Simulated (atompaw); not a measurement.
# Ca: generating and testing a PAW (atompaw) potential

Aim: build the potential from the settings below, then test how well it stands in for the atom: scattering, ghost states and the plane-wave cutoff that it needs.

Program: atompaw 4.2.0.5. Reference atom: PBE, scalar-relativistic, spherical and spin-unpolarised. All values are calculated.

## Step 1: The design

The settings as typed:

```json
{
 "element": "calcium (Ca, Z = 20)",
 "type": "PAW",
 "frozen core": "[Ne]",
 "valence charge": "10",
 "reference configuration": "3s2 3p6 3d0 4s2 4p0",
 "partial waves": "3s (bound): rc 2.08 bohr; 4s (bound): rc 2.76 bohr; 3p (bound): rc 1.92 bohr; 4p (bound, empty): rc 2.76 bohr; 3d (bound, empty): rc 2.76 bohr; 3d channel at 0.35 Ry: rc 2.76 bohr",
 "local potential": "troulliermartins scheme with l = 3 at -0.5 Ry, radius 2.14 bohr",
 "core correction": "smooth core density matched at 2.24 bohr",
 "augmentation charge": "besselshape compensation charge, radius 2.70 bohr; PAW radius 2.76 bohr; waves and projectors: custom rrkj gramschmidtortho"
}
```

The outer shells as boxes (Hund's rule for the drawing; the calculation is spin-unpolarised):

```
[Ne] core
3s [↑↓]
3p [↑↓][↑↓][↑↓]
3d [  ][  ][  ][  ][  ]
4s [↑↓]
4p [  ][  ][  ]
```

An earlier all-electron run gives the scale for the radii.

All-electron outer shells of the reference configuration (PBE, scalar-relativistic, ld1.x):

```csv
shell,level (eV),outermost node (bohr),outermost maximum (bohr)
2s,-414.37,0.10,0.30
2p,-334.74,–,0.25
3s,-47.09,0.45,0.99
3p,-28.01,0.42,1.04
4s,-3.77,1.43,3.42
3d,-1.95,–,1.27
4p,-1.40,1.63,4.39
```

## Step 2: Generating the potential

Input file Ca.input:

```
Ca 20
GGA-PBE scalarrelativistic loggrid 1500 logderivrange -5 5 251
4 4 3 0 0 0
4 1 0
3 2 0
0 0 0
c
c
v
v
c
v
v
v
2
2.76 2.70 2.14 2.24
n
n
y
0.35
n
custom rrkj gramschmidtortho besselshape
3 -0.5 troulliermartins
2.08
2.76
1.92
2.76
2.76
2.76
PWSCFOUT
UPFDX 0.0125d0 UPFXMIN -7.d0 UPFZMESH 20.d0
END
```

Run with:

```bash
$ atompaw < Ca.input > Ca.log
```

Before running it: what results should come out? Wanted: cutoffs for 10 and 1 mRy, occupied levels; bound ghosts; largest phase difference near zero energy, channels read; lowest eigenvalue of the overlap; share of valence orbitals outside the PAW sphere; UPF file.

The runs gave:

| quantity | value |
| --- | --- |
| cutoffs for 10 and 1 mRy, occupied levels | 21 Ry and 35 Ry |
| bound ghosts | none found |
| largest phase difference near zero energy, channels read | 2.962 rad |
| lowest eigenvalue of the overlap (Bessel basis) | 0.454 (s) |
| share of valence orbitals outside the PAW sphere | 3s 0 %, 4s 81 %, 3p 1 %, 4p 93 %, 3d 31 % |
| UPF file | written |

What this shows: By its cutoff, 21 Ry for the looser tolerance, it is soft on the atom at that tolerance. The slowest occupied level is 3p: taken alone it needs 25 Ry to come within 1 mRy, against 15 Ry for 3s. No bound ghost shows below the valence levels. Of the channels read, p scatters worst near zero energy, by up to 2.96 rad. A step near π is an extra or missing state, not a misfit of shape. In the s channel the atom's pole at 2.49 Ry sits lower, at 1.92 Ry, in the pseudo curve. In the p channel the atom's pole at 3.32 Ry sits lower, at 0.18 Ry, in the pseudo curve. The pseudo curves have a pole with no partner nearby in the atom's: p at 0.18 Ry. At positive energy that is a spurious or a displaced resonance. All of this concerns the isolated atom, not yet a solid.
